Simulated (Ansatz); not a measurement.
# BH5S3Si: one species, many methods

Aim: compute BH5S3Si with functionals from several rungs and with coupled cluster, and see how far each lands from CCSD(T) at the basis-set limit for the atomisation energy.

Method: functionals in def2-TZVPP, the program's frozen cores in correlated methods; program: Ansatz 0.2.0, Gaussian basis.

Plan: LDA (SPW92), PBE-D4, revPBE-D4, BLYP-D4, r2SCAN-D4, B97M-V, PBE0-D4, B3LYP-D4, r2SCANh-D4, r2SCAN0-D4, HSE06-D4, BHLYP-D4, CAM-B3LYP-D4, LC-ωPBE, ωB97X-V, ωB97M-V, B2PLYP, PBE-QIDH; CCSD(T)/def2-SVP; CCSD(T)/def2-TZVPP; MP2/def2-QZVPP; extrapolation to the limit; RPA on PBE.

## (1) The geometry

An earlier PBE0-D4 in a triple-zeta def2 set relaxation fixed the geometry.

SMILES `[SiH3]B(S)SS`, 10 atoms, charge 0, spin multiplicity 1.

Atoms are counted from 1 here; the program's logs count them from 0.

Bond lengths: Si1–B2 2.011 Å, Si1–H6 1.488 Å, Si1–H7 1.487 Å, Si1–H8 1.492 Å, B2–S3 1.792 Å, B2–S4 1.795 Å, S3–H9 1.343 Å, S4–S5 2.064 Å, S5–H10 1.345 Å. Angles: B2–Si1–H6 111.5°, B2–Si1–H7 111.6°, B2–Si1–H8 108.5°, H6–Si1–H7 109.0°, H6–Si1–H8 108.0°, H7–Si1–H8 108.2°, Si1–B2–S3 122.2°, Si1–B2–S4 123.1°, S3–B2–S4 114.7°, B2–S3–H9 96.9°, B2–S4–S5 104.0°, S4–S5–H10 97.2°.

## (2) LDA

This LDA is Slater exchange with PW92 correlation.

The input, in.yaml:

```yaml
crystal:
  periodic: [false, false, false]
  atoms:
    - {symbol: Si, position_ang: [-1.006950, 0.648885, -0.065126]}
    - {symbol: B, position_ang: [0.349705, -0.792328, -0.420826]}
    - {symbol: S, position_ang: [0.292465, -1.817934, -1.889608]}
    - {symbol: S, position_ang: [1.707387, -1.156542, 0.696013]}
    - {symbol: S, position_ang: [1.421923, 0.147044, 2.271186]}
    - {symbol: H, position_ang: [-0.363243, 1.984830, 0.053489]}
    - {symbol: H, position_ang: [-1.784782, 0.376056, 1.171994]}
    - {symbol: H, position_ang: [-1.960065, 0.696663, -1.212647]}
    - {symbol: H, position_ang: [-0.804791, -1.264485, -2.431103]}
    - {symbol: H, position_ang: [2.231554, 1.126610, 1.829429]}
basis:
  gaussian: {orbitals: def2-TZVPP}
hamiltonian: {xc: lda}
output: {orbitals: {seedname: orbitals}}
```

Command:

```sh
$ ansatz run in.yaml --threads 4 --pin off --events-out ev --progress --plain --max-ram 10444MiB
```

After this run come: PBE-D4 (GGA); revPBE-D4 (GGA); BLYP-D4 (GGA); r2SCAN-D4 (meta-GGA); B97M-V (meta-GGA); PBE0-D4 (hybrid); B3LYP-D4 (hybrid); r2SCANh-D4 (hybrid); r2SCAN0-D4 (hybrid); HSE06-D4 (hybrid); BHLYP-D4 (hybrid); CAM-B3LYP-D4 (range-separated); LC-ωPBE (range-separated); ωB97X-V (range-separated); ωB97M-V (range-separated); B2PLYP (double hybrid); PBE-QIDH (double hybrid); CCSD(T) in def2-SVP; CCSD(T) in def2-TZVPP; MP2 in def2-QZVPP; RPA on PBE orbitals.

**Question.** What will the summary of the whole plan be? Wanted: atomisation energy, CCSD(T)/CBS; farthest beyond LDA; mean size of error, GGA; mean size of error, meta-GGA; mean size of error, hybrid; mean size of error, range-separated; mean size of error, double hybrid; gap, smallest and largest; T1 diagnostic.

**Answer**, as computed:

| quantity | value |
| --- | --- |
| atomisation energy, CCSD(T)/CBS | 730.0 kcal/mol |
| functionals within 3.7 kcal/mol (0.5 %) | revPBE-D4, BLYP-D4, B3LYP-D4, r2SCAN0-D4, CAM-B3LYP-D4, PBE-QIDH |
| farthest beyond LDA | BHLYP-D4 (-17.3 kcal/mol) |
| mean size of error, GGA | 6.4 kcal/mol |
| mean size of error, meta-GGA | 12.8 kcal/mol |
| mean size of error, hybrid | 5.7 kcal/mol |
| mean size of error, range-separated | 7.9 kcal/mol |
| mean size of error, double hybrid | 8.3 kcal/mol |
| gap, smallest and largest | 3.76 eV (LDA (SPW92)), 10.66 eV (LC-ωPBE) |
| T1 diagnostic | 0.0149 |
| triples share of the correlation energy | 4.7 % |

In words: LDA overbinds by 112.2 kcal/mol (15 %). PBE-D4 misses by +15.8 kcal/mol. Double hybrids carry the basis error of their MP2 part in triple zeta, and no dispersion term here, so their miss is partly the set-up's. By mean error the best rung here is hybrid (5.7 kcal/mol) and the worst beyond LDA is meta-GGA (12.8 kcal/mol). The gap between the best rungs is small, so their order is not settled. Misses under about 3.7 kcal/mol are within the doubt on the reference itself, which lacks core-valence correlation, relativity and higher excitations. Hartree-Fock recovers 72 % of the binding; the rest is correlation. CCSD(T) in def2-SVP is off by -57.6 kcal/mol, worse than the median functional, from the basis alone. The gap grows from 3.8 to 10.7 eV across the functionals, mostly with the share of exact exchange.
